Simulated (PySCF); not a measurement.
# KN+: from the state search to spectroscopic constants

An exercise on one series of results from a longer session: the logs are not shown, and one member is left open.

Method: K 6-31G(d,p), N 6-31G(d,p), no relativity; program: PySCF 2.14.0.

The first run:

The job is set up so:

| Item | Value |
| --- | --- |
| atoms | K, N |
| charge | 1 |
| basis | K 6-31G(d,p), N 6-31G(d,p) |
| Hamiltonian | no relativity |
| basis functions | 46 |
| electrons treated | 25 |
| masses in u | 38.9637, 14.0031 |
| levels | PBE0, PBE, r²SCAN, MN15, M06-2X, r²SCAN0, LC-ωPBE, HF, MP2, SCS-MP2, CCSD, CCSD(T) |
| grid | 80 radial by 434 angular points |
| occupations | held fixed by the projection of orbital angular momentum |
| dissociation limit | K+ + N, each in its ground configuration |
| starting distance in angstrom | 2.700 |
| values of 2S to try | 1, 3 |

The run is started by

```console
> OMP_NUM_THREADS=1 python dia.py task.json out
```

Steps of the session up to this table: The job; First curve: PBE0; Excited determinants; PBE (GGA); r²SCAN; MN15 (hybrid meta-GGA); M06-2X (hybrid meta-GGA); r²SCAN0; LC-ωPBE (range-separated hybrid); UHF (mean field); Adding correlation.

One table of the session follows, with a row left open; its other results are not shown here.

It belongs to the step «Constants by level of theory». 

```
      level  Re (Å)  ωe (cm⁻¹)  De (eV)
        UHF   3.284       73.7    0.068
    UHF-MP2   3.201       84.0    0.092
UHF-SCS-MP2   3.219       81.8    0.087
   UHF-CCSD   3.208       84.2    0.095
UHF-CCSD(T)   3.199       85.5    0.098
        PBE   3.111       95.5    0.142
     r²SCAN   3.124       92.1    0.102
       PBE0       ?          ?        ?
    r²SCAN0   3.117       91.5    0.093
       MN15   3.127       95.7    0.120
     M06-2X   3.012      111.6    0.124
    LC-ωPBE   3.186       84.5    0.101
```

Q: Estimate the row for PBE0 from the others.

The run gave: Re (Å): 3.127; ωe (cm⁻¹): 90.4; De (eV): 0.112.

De is counted to K+ + N in their ground configurations.

Limits of these values: The bond is weak, and basis-set superposition, which was not computed, may be a sizeable part of it.
